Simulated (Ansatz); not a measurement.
# B3C4: the cost of one run

Method: DFT PBE, scalar-relativistic, plane waves, PAW, unless a step names another level, in Ansatz 0.2.0.

8 further runs of the same task are left out: 8 set aside as unsound or not needed.

### Step 1. What the formula suggests

Pauling electronegativities: B 2.04, C 2.55 (spread 0.51). No set of common oxidation states balances it. Tabulated atomic sizes suggest about 10 Å³/atom. 32 candidates were drawn, by swapping species into database cells of other compounds, at random by space group and Wyckoff sites, or by hand, as the table says:

```csv
name,made from,space group no.,Wyckoff sites,atoms (primitive cell),V (Å³/atom)
c01,"built by hand: triazine g-C3N4, AA stacked",187,"B 3j; C 3j, 1e",7,10.3
c02,"built by hand: graphite-like BC sheet, sqrt7 x sqrt7 order",175,"B 6j; C 6j, 2c",14,10.1
c03,random,38,"B 4c, 2b; C 4e, 2b, 2a",7,11.5
c04,random,65,"B 4e, 2a; C 2c, 4j, 2d",7,10.2
c05,built by hand: B12P2 / B6O-type icosahedral carbide,166,"B 18h; C 6c, 18h",14,9.1
c06,random,38,"B 4e, 2b; C 8f",7,10.6
c07,random,191,"B 1a, 2e; C 3g, 1b",7,11.5
c08,random,166,"B 6c, 3a; C 9d, 3b",7,13.1
c09,database cell of W3N4,221,"B 3c; C 1b, 3d",7,8.6
c10,random,216,"B 4d, 4a, 4c; C 16e",7,10.7
c11,random,12,"B 4f, 2d; C 8j",7,10.5
c12,built by hand: beta-Si3N4,176,"B 6h; C 6h, 2c",14,9.1
c13,database cell of Ti4H3,111,"B 1a, 1c, 1d; C 4n",7,10.3
c14,database cell of Fe3S4,166,"B 3b, 6c; C 6c, 6c",7,9.9
c15,random,156,"B 1a, 1c, 1c; C 1c, 3d",7,12.4
c16,database cell of Al4C3,166,"B 6c, 3a; C 6c, 6c",7,8.6
c17,database cell of Ni3Se4,12,"B 2a, 4i; C 4i, 4i",7,8.7
c18,random,187,"B 1b, 1f, 1e; C 2i, 1a, 1c",7,11.8
c19,database cell of Hf4N3,139,"B 4d, 2b; C 4e, 4c",7,8.9
c20,database cell of Sn3As4,215,B 3d; C 4e,7,11.7
c21,random,191,"B 1b, 2d; C 2e, 2e",7,10.7
c22,random,123,"B 2e, 1a; C 4j",7,11.3
c23,random,166,"B 9e; C 9d, 3b",7,12.1
c24,built by hand: pseudocubic C3N4 (defect zincblende),215,B 3c; C 4e,7,9.1
c25,random,191,"B 2c, 1b; C 2d, 2e",7,13.0
c26,random,216,"B 4a, 4d, 4b; C 16e",7,10.4
c27,random,119,"B 4f, 2a; C 8i",7,10.3
c28,random,65,"B 4f, 2b; C 4k, 4i",7,12.1
c29,built by hand: diamond-derived (111) ordered BC superlattice,166,"B 6c, 6c, 6c; C 6c, 6c, 6c, 6c",14,9.1
c30,random,191,"B 1b, 2d; C 3g, 1a",7,11.6
c31,random,6,"B 1a, 1b, 1a; C 2c, 2c",7,10.7
c32,random,87,"B 4c, 2b; C 8h",7,11.0
```

### Step 2. Screening run of c01

Contents of input.yaml:

```yaml
crystal:
  lattice:
    - [5.1, 0.0, 0.0]
    - [-2.55, 4.41672956, 0.0]
    - [0.0, 0.0, 3.2]
  atoms:
    - { symbol: B, position: [0.5, 0.0, 0.0] }
    - { symbol: B, position: [0.0, 0.5, 0.0] }
    - { symbol: B, position: [0.5, 0.5, 0.0] }
    - { symbol: C, position: [0.6666666, 0.8333333, 0.0] }
    - { symbol: C, position: [0.66666667, 0.33333333, 0.0] }
    - { symbol: C, position: [0.1666667, 0.3333334, 0.0] }
    - { symbol: C, position: [0.1666667, 0.8333333, 0.0] }
basis:
  ecutwfc: 420
kpoints:
  mp_grid: { grid: [4, 4, 5] }
hamiltonian:
  xc: pbe
scf:
  occupations: { method: gaussian, width: 0.2 }
  lower_state_search: "off"
output:
  forces: true
  stress: true
  eigenvalues: true
relax:
  adjacent_minimum: "off"
  f_tol: 0.08
  max_steps: 16
  cell: { stress_tol: 0.8 }
```

The run is started by

```console
$ ansatz run input.yaml --threads 1 --pin off --max-ram 2560MiB --backend cpu --events-out ev --progress --plain --runs-dir out
```

Q: Estimate wall time and peak memory on 1 thread of Intel Xeon at 2.70GHz, shared host.

About 17 s, with a peak of 0.36 GiB.
